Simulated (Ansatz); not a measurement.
# Si16B: the cost of one run

Program: Ansatz 0.2.0. Level of theory: DFT PBE, plane waves, PAW, scalar-relativistic, collinear spin. These are calculated values, not measurements.

## Step 1: The starting structure

The cell holds 17 atoms (BSi16): a = 7.679 Å, b = 7.679 Å, c = 7.679 Å, α = 60.00°, β = 60.00°, γ = 60.00°.

Its coordinates follow in the input file.

## Step 2: Preparing the start

The input, input.yaml:

```yaml
accuracy: low
crystal:
  lattice:
    - [0.0, 5.43, 5.43]
    - [5.43, 0.0, 5.43]
    - [5.43, 5.43, 0.0]
  atoms:
    - { symbol: Si, position: [0.0, 0.0, 0.0] }
    - { symbol: Si, position: [0.125, 0.125, 0.125] }
    - { symbol: Si, position: [0.0, 0.0, 0.5] }
    - { symbol: Si, position: [0.125, 0.125, 0.625] }
    - { symbol: Si, position: [0.0, 0.5, 0.0] }
    - { symbol: Si, position: [0.125, 0.625, 0.125] }
    - { symbol: Si, position: [0.0, 0.5, 0.5] }
    - { symbol: Si, position: [0.125, 0.625, 0.625] }
    - { symbol: Si, position: [0.5, 0.0, 0.0] }
    - { symbol: Si, position: [0.625, 0.125, 0.125] }
    - { symbol: Si, position: [0.5, 0.0, 0.5] }
    - { symbol: Si, position: [0.625, 0.125, 0.625] }
    - { symbol: Si, position: [0.5, 0.5, 0.0] }
    - { symbol: Si, position: [0.625, 0.625, 0.125] }
    - { symbol: Si, position: [0.5, 0.5, 0.5] }
    - { symbol: Si, position: [0.625, 0.625, 0.625] }
    - { symbol: B, position: [0.8952407, 0.3775227, 0.8565958], spin: 1.0 }
magnetization:
  spin_polarized: true
basis:
  ecutwfc: 420.0
kpoints:
  mp_grid: { grid: [2, 2, 2] }
hamiltonian:
  xc: pbe
  pseudopotentials: { kind: paw, azcp: { folder: soft_1 } }
scf:
  occupations: { method: fermi_dirac, width: 0.02 }
  lower_state_search: "off"
relax:
  f_tol: 0.08
  max_steps: 25
  adjacent_minimum: "off"
```

On the command line:

```console
> ansatz run input.yaml --threads 1 --pin off --max-ram 3072MiB --backend cpu --events-out ev --progress --plain --runs-dir out
```

**Question.** How long does this run take on 1 thread of Arm Neoverse V1, shared host, and how much memory does it need?

About 2.8 min, with a peak of 0.66 GiB.
